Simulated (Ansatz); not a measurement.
# Hf8Si8HO32: the cost of one run

Program: Ansatz 0.2.0. Level of theory: DFT PBE, scalar-relativistic, plane waves, PAW. These are calculated values, not measurements.

3 further runs of the same task are left out: 3 set aside as unsound or not needed.

### Step 1. The starting structure

It takes space group I4_1/amd (No. 141, tetragonal). Conventional cell: a = 6.645 Å, b = 6.645 Å, c = 6.014 Å, α = 90.00°, β = 90.00°, γ = 90.00°. Around Hf (site symmetry -4m2) lie 8 O at 2.14 to 2.28 Å. Si (site symmetry -4m2) has 4 O at 1.64 Å in its first shell of neighbours. O (site symmetry m) has 1 Si at 1.64 Å and 2 Hf at 2.14 to 2.28 Å in its first shell of neighbours.

Structure file:

```
Hf Si O
1.0
    -3.32275    3.32275    3.00722
     3.32275   -3.32275    3.00722
     3.32275    3.32275   -3.00722
Hf Si O
2 2 8
Direct
  0.75000 0.25000 0.50000
  0.00000 0.00000 0.00000
  0.25000 0.75000 0.50000
  0.50000 0.50000 0.00000
  0.13474 0.31893 0.81581
  0.06893 0.75313 0.68419
  0.50313 0.31893 0.18419
  0.06893 0.38474 0.31581
  0.61526 0.93107 0.68419
  0.68107 0.86526 0.18419
  0.24687 0.93107 0.31581
  0.68107 0.49687 0.81581
```

This cell was relaxed beforehand with the same method: volume 11.07 Å³/atom, gap on the mesh 5.33 eV.

The host's static dielectric tensor, from an earlier linear-response run, has a mean of 12.62.

The perfect supercell (rows 0 -1 1; 1 0 -1; 1 2 1 in vectors of this cell) was computed beforehand with the same settings: E(σ→0) = -149086.9909 eV for 48 atoms, gap 5.34 eV on its own mesh.

### Step 2. The defect cell

The extra atom is put at (0.458, 0.042, 0.292) of the supercell, the middle of a void of radius 1.84 Å. The other atoms start on their ideal sites. Its neighbours are 2 Si at 1.84 Å, 2 O at 1.91 Å, 2 O at 1.94 Å.

### Step 3. Relaxing the defect, charge 0

Input file input.yaml:

```yaml
crystal:
  lattice:
    - [0.0, 6.6454903778, -6.0144475068]
    - [-6.6454903778, 0.0, 6.0144475068]
    - [6.6454903778, 0.0, 6.0144475068]
  atoms:
    - { symbol: Hf, position: [0.5, 0.375, 0.375] }
    - { symbol: Hf, position: [0.0, 0.125, 0.625] }
    - { symbol: Hf, position: [0.5, 0.875, 0.875] }
    - { symbol: Hf, position: [0.0, 0.625, 0.125] }
    - { symbol: Hf, position: [0.5, 0.25, 0.75] }
    - { symbol: Hf, position: [0.0, 0.0, 0.0] }
    - { symbol: Hf, position: [0.5, 0.75, 0.25] }
    - { symbol: Hf, position: [0.0, 0.5, 0.5] }
    - { symbol: Si, position: [1.0, 0.875, 0.375] }
    - { symbol: Si, position: [0.5, 0.625, 0.625] }
    - { symbol: Si, position: [1.0, 0.375, 0.875] }
    - { symbol: Si, position: [0.5, 0.125, 0.125], spin: 0.143 }
    - { symbol: Si, position: [0.5, 1.0, 0.5], spin: 0.143 }
    - { symbol: Si, position: [0.0, 0.75, 0.75] }
    - { symbol: Si, position: [0.5, 0.5, 0.0] }
    - { symbol: Si, position: [0.0, 0.25, 0.25] }
    - { symbol: O, position: [0.3158051761, 0.8173684736, 0.3173684736], spin: 0.143 }
    - { symbol: O, position: [0.8158051761, 0.5673684736, 0.5673684736] }
    - { symbol: O, position: [0.3158051761, 0.3173684736, 0.8173684736] }
    - { symbol: O, position: [0.8158051761, 0.0673684736, 0.0673684736] }
    - { symbol: O, position: [0.0, 0.6923684736, 0.3765632975] }
    - { symbol: O, position: [0.5, 0.4423684736, 0.6265632975] }
    - { symbol: O, position: [0.0, 0.1923684736, 0.8765632975] }
    - { symbol: O, position: [0.5, 0.9423684736, 0.1265632975], spin: 0.143 }
    - { symbol: O, position: [0.1841948239, 0.2515632975, 0.2515632975] }
    - { symbol: O, position: [0.6841948239, 0.0015632975, 0.5015632975] }
    - { symbol: O, position: [0.1841948239, 0.7515632975, 0.7515632975] }
    - { symbol: O, position: [0.6841948239, 0.5015632975, 0.0015632975] }
    - { symbol: O, position: [0.0, 0.8765632975, 0.1923684736] }
    - { symbol: O, position: [0.5, 0.6265632975, 0.4423684736] }
    - { symbol: O, position: [1.0, 0.3765632975, 0.6923684736] }
    - { symbol: O, position: [0.5, 0.1265632975, 0.9423684736] }
    - { symbol: O, position: [0.1841948239, 0.0576315264, 0.5576315264] }
    - { symbol: O, position: [0.6841948239, 0.8076315264, 0.8076315264] }
    - { symbol: O, position: [0.1841948239, 0.5576315264, 0.0576315264] }
    - { symbol: O, position: [0.6841948239, 0.3076315264, 0.3076315264] }
    - { symbol: O, position: [1.0, 0.2484367025, 0.4326315264] }
    - { symbol: O, position: [0.5, 0.9984367025, 0.6826315264] }
    - { symbol: O, position: [0.0, 0.7484367025, 0.9326315264] }
    - { symbol: O, position: [0.5, 0.4984367025, 0.1826315264] }
    - { symbol: O, position: [0.8158051761, 0.8734367025, 0.3734367025] }
    - { symbol: O, position: [0.3158051761, 0.6234367025, 0.6234367025] }
    - { symbol: O, position: [0.8158051761, 0.3734367025, 0.8734367025] }
    - { symbol: O, position: [0.3158051761, 0.1234367025, 0.1234367025], spin: 0.143 }
    - { symbol: O, position: [0.5, 0.1826315264, 0.4984367025], spin: 0.143 }
    - { symbol: O, position: [0.0, 0.9326315264, 0.7484367025] }
    - { symbol: O, position: [0.5, 0.6826315264, 0.9984367025] }
    - { symbol: O, position: [0.0, 0.4326315264, 0.2484367025] }
    - { symbol: H, position: [0.4583333333, 0.0416666667, 0.2916666667], spin: 0.143 }
  host:
    lattice:
      - [-3.3227451889, 3.3227451889, 3.0072237534]
      - [3.3227451889, -3.3227451889, 3.0072237534]
      - [3.3227451889, 3.3227451889, -3.0072237534]
    atoms:
      - { symbol: Hf, position: [0.75, 0.25, 0.5] }
      - { symbol: Hf, position: [0.0, 0.0, 0.0] }
      - { symbol: Si, position: [0.25, 0.75, 0.5] }
      - { symbol: Si, position: [0.5, 0.5, 0.0] }
      - { symbol: O, position: [0.1347369472, 0.3189317711, 0.8158051761] }
      - { symbol: O, position: [0.0689317711, 0.753126595, 0.6841948239] }
      - { symbol: O, position: [0.503126595, 0.3189317711, 0.1841948239] }
      - { symbol: O, position: [0.0689317711, 0.3847369472, 0.3158051761] }
      - { symbol: O, position: [0.6152630528, 0.9310682289, 0.6841948239] }
      - { symbol: O, position: [0.6810682289, 0.8652630528, 0.1841948239] }
      - { symbol: O, position: [0.246873405, 0.9310682289, 0.3158051761] }
      - { symbol: O, position: [0.6810682289, 0.496873405, 0.8158051761] }
basis:
  ecutwfc: 420
  xc_grid: 2
kpoints:
  mp_grid: { grid: [2, 2, 2], shift: [0.5, 0.5, 0.5] }
hamiltonian:
  xc: pbe
scf:
  occupations: { method: gaussian, width: 0.01 }
output:
  forces: true
  stress: false
  eigenvalues: true
  populations: true
  charged_corrections:
    defect_position: [0.45833333, 0.04166667, 0.29166667]
    epsilon: [[12.6905, 0.0, 0.0], [0.0, 12.6905, 0.0], [0.0, 0.0, 12.4803]]
  write_density: true
  write_potential: true
  elf: true
  volumetric_format: npy
magnetization:
  spin_polarized: true
relax:
  adjacent_minimum: "off"
  f_tol: 0.025
  max_steps: 45
```

Launch:

```sh
ansatz run input.yaml --threads 4 --pin off --max-ram 10240MiB --backend cpu --events-out ev --progress --plain --runs-dir out
```

What time and memory should one allow on 4 threads of Intel Xeon Platinum 8375C at 2.90GHz (Ice Lake), shared host?

About 5.7 min, with a peak of 3.1 GiB.
